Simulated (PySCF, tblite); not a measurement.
# C₁₉H₁₄NS+: electronic excitations, NMR shifts

Wanted: electronic excitations, NMR shifts for C₁₉H₁₄NS+ (`N#Cc1ccccc1[S+](c1ccccc1)c1ccccc1`).

Computed with tblite 0.8.0 and PySCF 2.14.0 and routines of our own; the level stands in each step. Atoms count from 0.

## Step 1: The system as given

35 atoms, charge 1, multiplicity 1; geometry from: force field, distance geometry or constructed start.

## Step 2: Relaxing the molecule with GFN2-xTB

Job settings and geometry (Å):

```
{"job": {"kind": "relax", "xc": "GFN2-xTB", "basis": "xTB"}, "charge": 1, "multiplicity": 1}
N      1.962600    -1.528800     3.814300
C      1.114000    -1.706600     3.028400
C      0.078900    -1.979800     2.085400
C     -0.528400    -3.242800     2.114000
C     -1.539100    -3.578700     1.224100
C     -1.954700    -2.643600     0.276100
C     -1.358400    -1.375600     0.232800
C     -0.338800    -1.015000     1.138800
S      0.476400     0.612100     1.136000
C      1.577900     0.242200    -0.241800
C      1.169600    -0.078900    -1.545200
C      2.111000    -0.369300    -2.535000
C      3.470400    -0.342900    -2.232300
C      3.896600    -0.030400    -0.950700
C      2.950700     0.265700     0.042000
C     -0.768800     1.653500     0.354600
C     -2.072000     1.683900     0.863200
C     -3.041700     2.529300     0.321200
C     -2.706500     3.400000    -0.712200
C     -1.396200     3.429700    -1.190300
C     -0.434800     2.580600    -0.648400
H     -0.206200    -3.985600     2.851300
H     -1.994700    -4.557700     1.258900
H     -2.740600    -2.900500    -0.431900
H     -1.710600    -0.683500    -0.523200
H      0.115700    -0.098700    -1.812100
H      1.783100    -0.609300    -3.541800
H      4.204600    -0.569900    -3.007300
H      4.955000    -0.012400    -0.710300
H      3.302800     0.498200     1.049000
H     -2.346200     1.044400     1.697300
H     -4.052500     2.530400     0.724400
H     -3.455800     4.066800    -1.133100
H     -1.120600     4.127800    -1.973600
H      0.590300     2.665000    -1.015100
```

Launch:

```console
$ OMP_NUM_THREADS=1 python large_run.py task.json out
```

This one command runs all jobs of the session in turn.

Standard output:

```text
step      E/eV     max force
  0   -1454.97984    3.063
  1   -1454.88034    9.408
  2   -1455.13941    0.708
  3   -1455.16741    0.529
  4   -1455.18826    0.213
  5   -1455.19294    0.136
  6   -1455.19793    0.126
  7   -1455.20193    0.216
  8   -1455.20638    0.232
  9   -1455.21010    0.147
 10   -1455.21356    0.115
 11   -1455.21685    0.116
 12   -1455.22042    0.154
 13   -1455.22423    0.141
 14   -1455.22790    0.108
 15   -1455.23085    0.103
 16   -1455.23304    0.088
 17   -1455.23467    0.070
 18   -1455.23585    0.065
 19   -1455.23679    0.072
 20   -1455.23773    0.074
 21   -1455.23880    0.073
 22   -1455.23984    0.067
 23   -1455.24072    0.072
 24   -1455.24147    0.070
 25   -1455.24224    0.072
 26   -1455.24300    0.050
 27   -1455.24354    0.042
 28   -1455.24387    0.034
 29   -1455.24413    0.042
 30   -1455.24440    0.035
 31   -1455.24463    0.030
 32   -1455.24483    0.029
 33   -1455.24502    0.027
 34   -1455.24526    0.029
 35   -1455.24552    0.030
 36   -1455.24574    0.026
 37   -1455.24592    0.025
 38   -1455.24609    0.031
 39   -1455.24629    0.029
 40   -1455.24644    0.024
 41   -1455.24656    0.024
 42   -1455.24668    0.028
 43   -1455.24686    0.036
 44   -1455.24712    0.037
 45   -1455.24738    0.029
 46   -1455.24759    0.025
 47   -1455.24777    0.025
 48   -1455.24800    0.028
 49   -1455.24827    0.027
 50   -1455.24857    0.036
 51   -1455.24887    0.035
 52   -1455.24918    0.041
 53   -1455.24948    0.054
 54   -1455.24974    0.034
 55   -1455.24996    0.031
 56   -1455.25022    0.032
 57   -1455.25060    0.044
 58   -1455.25101    0.049
 59   -1455.25134    0.042
 60   -1455.25158    0.034
 61   -1455.25183    0.032
 62   -1455.25216    0.040
 63   -1455.25249    0.038
 64   -1455.25273    0.029
 65   -1455.25290    0.033
 66   -1455.25310    0.031
 67   -1455.25335    0.026
 68   -1455.25357    0.025
 69   -1455.25371    0.022
 70   -1455.25380    0.017
```

It took 2.9 s on 1 thread of Arm Neoverse N1, shared host; peak memory 0.18 GiB.

The steps of the relaxation: (the energy doesn't fall at every step)

| step | energy from step 0 (eV) | largest force (eV/Å) |
| --- | --- | --- |
| 0 | 0.0000 | 3.0627 |
| 1 | 0.0995 | 9.4085 |
| 2 | -0.1596 | 0.7078 |
| 3 | -0.1876 | 0.5294 |
| 4 | -0.2084 | 0.2134 |
| 5 | -0.2131 | 0.1355 |
| 6 | -0.2181 | 0.1262 |
| 7 | -0.2221 | 0.2161 |
| 8 | -0.2265 | 0.2316 |
| 13 | -0.2444 | 0.1409 |
| 18 | -0.2560 | 0.0650 |
| 23 | -0.2609 | 0.0726 |
| 29 | -0.2643 | 0.0422 |
| 34 | -0.2654 | 0.0287 |
| 39 | -0.2665 | 0.0293 |
| 44 | -0.2673 | 0.0377 |
| 50 | -0.2687 | 0.0351 |
| 55 | -0.2701 | 0.0312 |
| 60 | -0.2717 | 0.0339 |
| 66 | -0.2733 | 0.0311 |
| 67 | -0.2735 | 0.0268 |
| 68 | -0.2737 | 0.0251 |
| 69 | -0.2739 | 0.0220 |
| 70 | -0.2740 | 0.0171 |

Close pairs (by a distance rule), those that changed most:

| bond | before (Å) | after (Å) | change (Å) |
| --- | --- | --- | --- |
| C6–C7 | 1.411 | 1.381 | -0.030 |
| N0–C1 | 1.170 | 1.145 | -0.025 |
| C15–C20 | 1.406 | 1.385 | -0.021 |
| C13–C14 | 1.403 | 1.385 | -0.018 |
| C9–C10 | 1.403 | 1.386 | -0.017 |
| C9–C14 | 1.402 | 1.386 | -0.016 |
| C3–H21 | 1.095 | 1.079 | -0.016 |
| C2–C7 | 1.415 | 1.399 | -0.015 |

The final coordinates are the input of the step that follows.

## Step 3: Electronic excitations: TDA PBE0/def2-SVP

Job settings and geometry (Å):

```
{"job": {"kind": "uv", "basis": "def2-SVP", "grid": 1, "kgrid": 0, "vcut": 1.5, "nstates": 6, "ntriplets": 2, "tda": true, "delta": [], "pop": true, "xc": "PBE0"}, "charge": 1, "multiplicity": 1}
N      2.113540    -1.308132     3.379459
C      1.195437    -1.636319     2.779448
C      0.077946    -1.997407     1.986989
C     -0.493464    -3.265026     2.075909
C     -1.559938    -3.592073     1.256413
C     -2.056026    -2.667907     0.349253
C     -1.500369    -1.398983     0.255311
C     -0.440743    -1.069779     1.076654
S      0.397478     0.534218     1.053924
C      1.593179     0.210819    -0.258683
C      1.201296    -0.105603    -1.549837
C      2.181209    -0.357777    -2.494987
C      3.522286    -0.303386    -2.145093
C      3.895686     0.001867    -0.846063
C      2.928048     0.263477     0.109832
C     -0.816503     1.629692     0.293916
C     -2.086073     1.667455     0.853013
C     -3.009988     2.571746     0.359169
C     -2.656614     3.439599    -0.662459
C     -1.375700     3.411099    -1.189687
C     -0.440871     2.508327    -0.708822
H     -0.094241    -3.976417     2.782530
H     -2.004294    -4.572786     1.325191
H     -2.883466    -2.928788    -0.291508
H     -1.903392    -0.681638    -0.442901
H      0.158687    -0.148935    -1.824416
H      1.893601    -0.597925    -3.506776
H      4.277429    -0.501540    -2.889468
H      4.937811     0.038677    -0.572085
H      3.203075     0.499043     1.125551
H     -2.350830     1.003074     1.661232
H     -4.000833     2.603152     0.783533
H     -3.376965     4.149282    -1.037042
H     -1.093992     4.099305    -1.970788
H      0.560738     2.499122    -1.109172
```

Method: TDA PBE0/def2-SVP, vertical, gas phase, core orbitals frozen in the response, virtual orbitals cut by energy.

Standard output:

```text
start: PBE on a coarse grid of 30206 points
cycle   1  E = -1182.8217305294  dE =  3.496e+00  |g| = 8.804e-01  |ddm| = 8.654e+00
cycle   2  E = -1181.5213490570  dE =  1.300e+00  |g| = 2.370e+00  |ddm| = 4.659e+00
cycle   3  E = -1182.9798871071  dE = -1.459e+00  |g| = 4.705e-01  |ddm| = 3.892e+00
cycle   4  E = -1183.0321696763  dE = -5.228e-02  |g| = 2.040e-01  |ddm| = 7.733e-01
cycle   5  E = -1183.0405341939  dE = -8.365e-03  |g| = 8.946e-02  |ddm| = 3.187e-01
cycle   6  E = -1183.0423585498  dE = -1.824e-03  |g| = 4.484e-02  |ddm| = 1.584e-01
cycle   7  E = -1183.0428629412  dE = -5.044e-04  |g| = 7.567e-03  |ddm| = 4.847e-02
final grid: 131667 points
cycle   8  E = -1183.3507066671  dE = -9.778e-03  |g| = 4.791e-02  |ddm| = 1.276e+00
cycle   9  E = -1183.3502636925  dE =  4.430e-04  |g| = 6.359e-02  |ddm| = 1.529e-01
cycle  10  E = -1183.3512739265  dE = -1.010e-03  |g| = 2.217e-02  |ddm| = 1.077e-01
cycle  11  E = -1183.3513991284  dE = -1.252e-04  |g| = 4.851e-03  |ddm| = 2.698e-02
cycle  12  E = -1183.3514051757  dE = -6.047e-06  |g| = 2.418e-03  |ddm| = 7.191e-03
cycle  13  E = -1183.3514060150  dE = -8.394e-07  |g| = 8.038e-04  |ddm| = 3.027e-03
cycle  14  E = -1183.3514071216  dE = -1.107e-06  |g| = 1.972e-04  |ddm| = 1.467e-03
cycle  15  E = -1183.3514042397  dE =  2.882e-06  |g| = 5.371e-05  |ddm| = 4.771e-04
converged SCF energy = -1183.3514042397

Static polarisability (au): isotropic 211.824, principal 162.708 225.287 247.478

Singlet excitations
state   eV       nm        f      main configurations
  1   4.8868    253.7   0.00889   H->L 0.87
  2   4.9560    250.2   0.00938   H-1->L 0.74, H-2->L 0.09
  3   5.0586    245.1   0.01170   H-3->L 0.38, H-4->L 0.22
  4   5.0984    243.2   0.04893   H-3->L 0.40, H-2->L 0.23, H-1->L 0.10
  5   5.1725    239.7   0.03456   H-2->L 0.42, H-4->L 0.32, H-3->L 0.13
  6   5.2759    235.0   0.03266   H->L+1 0.46, H-1->L+1 0.09, H->L+2 0.08

Triplet excitations (Tamm-Dancoff, eV): 3.7050 3.9911
```

It took 2.1 min on 1 thread of Arm Neoverse N1, shared host; peak memory 0.67 GiB.

Frontier orbitals and where they lie:

| orbital | eV | atoms |
| --- | --- | --- |
| HOMO−4 | -11.47 | C6 14 %, C3 13 %, C5 9 % |
| HOMO−3 | -11.35 | C11 17 %, C14 16 %, C17 12 % |
| HOMO−2 | -11.30 | C5 13 %, C2 12 %, C12 12 % |
| HOMO−1 | -11.23 | C18 22 %, C15 19 %, C19 18 % |
| HOMO | -11.13 | C13 21 %, C10 19 %, C17 9 % |
| LUMO | -5.41 | C7 17 %, C2 15 %, C4 14 % |
| LUMO+1 | -5.02 | S8 13 %, C10 10 %, C12 9 % |
| LUMO+2 | -4.84 | C6 14 %, C3 14 %, C16 10 % |
| LUMO+3 | -4.47 | C20 16 %, C18 15 %, C15 14 % |

With each of the 6 states as a Gaussian band of 0.4 eV half-width at 1/e, the curve within the window shown has maxima at 241 nm (ε 5,500) L/(mol cm). Beyond the last state computed it falls off for lack of states. The curve at chosen wavelengths:

nm, ε (L/mol/cm) and a bar:
```
      222       1878 ##########
      225       2621 ##############
      227       3151 #################
      230       3938 #####################
      233       4636 #########################
      235       5012 ###########################
      238       5394 #############################
      240       5514 ##############################
      243       5487 ##############################
      246       5234 ############################
      248       4961 ###########################
      251       4441 ########################
      254       3841 #####################
      256       3426 ##################
      259       2814 ###############
      262       2249 ############
      264       1909 ##########
      267       1464 #######
      270       1097 #####
      272        895 ####
      275        649 ###
      277        518 ##
      280        365 #
      283        253 #
      285        196 
      288        133
```

Ground-state properties from the same run:

| property | computed |
| --- | --- |
| polarisability (Å³) | 31.39 |
| HOMO–LUMO gap (eV) | 5.71 |
| −ε(HOMO) (eV) | 11.13 |

## Step 4: NMR shifts: GIAO KT3/pcSseg-1

The job, as its differences from that of step 3:

```diff
@@ -1,2 +1,2 @@
-{"job": {"kind": "uv", "basis": "def2-SVP", "grid": 1, "kgrid": 0, "vcut": 1.5, "nstates": 6, "ntriplets": 2, "tda": true, "delta": [], "pop": true, "xc": "PBE0"}, "charge": 1, "multiplicity": 1}
+{"job": {"kind": "nmr", "xc": "KT3", "basis": "pcSseg-1", "pop": false}, "charge": 1, "multiplicity": 1}
 N      2.113540    -1.308132     3.379459
```

Level: GIAO KT3/pcSseg-1 NMR shielding, non-relativistic, gas phase.

Standard output:

```text
start: PBE on a coarse grid of 30206 points
cycle   1  E = -1183.4342081739  dE =  3.664e+00  |g| = 9.292e-01  |ddm| = 6.648e+00
cycle   2  E = -1182.0801288333  dE =  1.354e+00  |g| = 2.454e+00  |ddm| = 4.660e+00
cycle   3  E = -1183.5920548352  dE = -1.512e+00  |g| = 5.171e-01  |ddm| = 3.989e+00
cycle   4  E = -1183.6541883493  dE = -6.213e-02  |g| = 2.218e-01  |ddm| = 8.176e-01
cycle   5  E = -1183.6638704268  dE = -9.682e-03  |g| = 9.816e-02  |ddm| = 3.297e-01
cycle   6  E = -1183.6659009768  dE = -2.031e-03  |g| = 5.016e-02  |ddm| = 1.573e-01
cycle   7  E = -1183.6665066501  dE = -6.057e-04  |g| = 8.809e-03  |ddm| = 5.077e-02
final grid: 278115 points
cycle   8  E = -1200.8209493470  dE = -5.167e-02  |g| = 1.344e-01  |ddm| = 1.254e+00
cycle   9  E = -1200.8180703619  dE =  2.879e-03  |g| = 1.405e-01  |ddm| = 2.980e-01
cycle  10  E = -1200.8192133421  dE = -1.143e-03  |g| = 1.147e-01  |ddm| = 2.584e-01
cycle  11  E = -1200.8222311819  dE = -3.018e-03  |g| = 2.685e-02  |ddm| = 1.124e-01
cycle  12  E = -1200.8224124251  dE = -1.812e-04  |g| = 6.278e-03  |ddm| = 3.959e-02
cycle  13  E = -1200.8224228060  dE = -1.038e-05  |g| = 1.742e-03  |ddm| = 8.313e-03
cycle  14  E = -1200.8224225334  dE =  2.725e-07  |g| = 6.403e-04  |ddm| = 2.847e-03
cycle  15  E = -1200.8224238643  dE = -1.331e-06  |g| = 3.670e-04  |ddm| = 1.265e-03
cycle  16  E = -1200.8224272366  dE = -3.372e-06  |g| = 8.576e-05  |ddm| = 5.060e-04
converged SCF energy = -1200.8224272366

GIAO shielding tensors (ppm)
atom      isotropic    diamagn.    paramagn.     s11        s22        s33       span
  0 N      -51.962     343.959    -395.921   -199.684   -172.030    215.828    415.512
  1 C       74.884     266.695    -191.811    -34.437    -21.827    280.917    315.354
  2 C       75.115     252.790    -177.675    -11.599     78.936    158.007    169.606
  3 C       53.666     240.875    -187.209    -40.184     32.875    168.307    208.492
  4 C       54.740     253.224    -198.483    -44.573     31.476    177.318    221.892
  5 C       55.148     251.912    -196.764    -42.507     35.305    172.646    215.152
  6 C       65.578     254.714    -189.136    -21.724     40.666    177.793    199.517
  7 C       51.138     270.152    -219.014    -21.978     46.952    128.441    150.419
  8 S      351.687    1067.216    -715.529    289.798    377.083    388.181     98.382
  9 C       61.153     271.804    -210.652    -13.018     74.322    122.154    135.172
 10 C       62.348     255.943    -193.595    -26.208     39.923    173.328    199.536
 11 C       56.475     253.323    -196.848    -42.647     40.309    171.763    214.410
 12 C       53.046     253.474    -200.428    -47.441     29.737    176.842    224.283
 13 C       57.279     254.070    -196.791    -38.471     38.405    171.902    210.373
 14 C       55.961     249.981    -194.019    -40.555     46.098    162.341    202.896
 15 C       64.772     269.589    -204.817    -14.141     86.210    122.247    136.388
 16 C       61.546     252.135    -190.589    -33.171     46.051    171.759    204.930
 17 C       58.143     252.554    -194.410    -39.977     40.998    173.410    213.387
 18 C       54.590     252.265    -197.675    -44.991     31.546    177.215    222.207
 19 C       57.372     252.198    -194.826    -41.028     40.163    172.980    214.008
 20 C       61.327     252.371    -191.043    -32.885     41.863    175.003    207.888
 21 H       23.670      27.691      -4.021     19.736     23.301     27.973      8.237
 22 H       23.750      26.664      -2.915     20.266     25.183     25.800      5.534
 23 H       23.803      30.975      -7.172     20.053     23.673     27.683      7.630
 24 H       24.246      37.278     -13.032     19.334     22.700     30.705     11.372
 25 H       24.437      37.942     -13.505     20.872     21.416     31.024     10.152
 26 H       23.878      31.887      -8.009     20.094     23.588     27.952      7.858
 27 H       23.685      28.139      -4.453     20.311     24.924     25.821      5.510
 28 H       23.722      28.910      -5.189     20.081     24.258     26.828      6.747
 29 H       23.412      36.106     -12.694     19.227     22.311     28.696      9.469
 30 H       24.396      34.396     -10.000     20.260     21.768     31.160     10.900
 31 H       23.777      28.855      -5.078     20.185     23.950     27.194      7.009
 32 H       23.665      27.041      -3.376     20.380     24.926     25.689      5.309
 33 H       23.795      29.447      -5.652     20.012     23.869     27.505      7.493
 34 H       24.498      35.333     -10.835     19.165     22.635     31.693     12.528
```

Run time: 99 s. Hardware: 1 thread of Arm Neoverse N1, shared host; peak memory 0.64 GiB.

The references, computed at this level on geometries of the same kind, shield at (ppm): ¹H TMS 31.76, ¹³C TMS 184.7, ¹⁵N NH3 264.4. Their shielding less the atom's gives the shift. The references are single molecules in the gas phase, so shifts against H2O, NH3, PH3, H3PO4 or CFCl3 are not on the usual liquid scales and can be off by tens of ppm. Atoms listed in one row are averaged.

| atoms | environment | σ (ppm) | δ (ppm) |
| --- | --- | --- | --- |
| C7 | aromatic carbon bearing sulfur | 51.1 | 133.6 |
| C3 | aromatic CH | 53.7 | 131.1 |
| C12, C18 | aromatic CH | 53.8 | 130.9 |
| C4 | aromatic CH | 54.7 | 130.0 |
| C5 | aromatic CH | 55.1 | 129.6 |
| C11, C13, C17, C19 | aromatic CH | 57.3 | 127.4 |
| C10, C14, C16, C20 | aromatic CH | 60.3 | 124.4 |
| C9, C15 | aromatic carbon bearing sulfur | 63.0 | 121.8 |
| C6 | aromatic CH | 65.6 | 119.1 |
| C1 | nitrile carbon | 74.9 | 109.8 |
| C2 | substituted aromatic carbon | 75.1 | 109.6 |
| H21 | hydrogen on an aromatic CH | 23.67 | 8.09 |
| H27, H32 | hydrogen on an aromatic CH | 23.68 | 8.08 |
| H22 | hydrogen on an aromatic CH | 23.75 | 8.01 |
| H26, H28, H31, H33 | hydrogen on an aromatic CH | 23.79 | 7.97 |
| H23 | hydrogen on an aromatic CH | 23.80 | 7.96 |
| H25, H29, H30, H34 | hydrogen on an aromatic CH | 24.19 | 7.57 |
| H24 | hydrogen on an aromatic CH | 24.25 | 7.51 |
| N0 | nitrile nitrogen | -52.0 | 316.4 |
| S8 | sulfur bonded to 3 C | 352 | – |

Ring of atoms C2, C3, C4, C5, C6, C7: NICS(0) -9.0, NICS(1) -10.6, NICS(1)zz -25.2 ppm (means of both faces).

Ring of atoms C9, C10, C11, C12, C13, C14: NICS(0) -8.7, NICS(1) -10.5, NICS(1)zz -26.4 ppm (means of both faces).

## Step 5: What came out

| quantity | value |
| --- | --- |
| lowest singlet (PBE0/def2-SVP) | 4.89 eV (254 nm), f = 0.009 |
| brightest single state of those computed | state 4, 5.10 eV, f = 0.049 |
| lowest triplet | 3.71 eV |
| ¹³C shifts against TMS (KT3/pcSseg-1, means over atoms taken as alike) | 133.6, 131.1, 130.9, 130.0, 129.6, 127.4, 124.4, 121.8, 119.1, 109.8, 109.6 ppm |
| ¹H shifts against TMS (KT3/pcSseg-1, means over atoms taken as alike) | 8.09, 8.08, 8.01, 7.97, 7.96, 7.57, 7.51 ppm |
| ¹⁵N shifts against NH3 (KT3/pcSseg-1) | 316.4 ppm |
| shieldings of S (KT3/pcSseg-1) | S8 351.7 ppm |

The first singlet state (HOMO→LUMO 0.87) lies at 4.89 eV and is weak; of the 6 states computed, the strongest absorption comes from state 4 at 5.10 eV (the last state computed is bright too, and its partners may lie past the list). The lowest triplet lies 1.18 eV below the lowest singlet. At KT3/pcSseg-1: The largest span, 416 ppm, is at N0, where the paramagnetic term is -396 ppm. NICS(1)zz of -25 ppm above the planar ring from C2 marks a diatropic (aromatic) ring current. NICS(1)zz of -26 ppm above the planar ring from C9 marks a diatropic (aromatic) ring current.
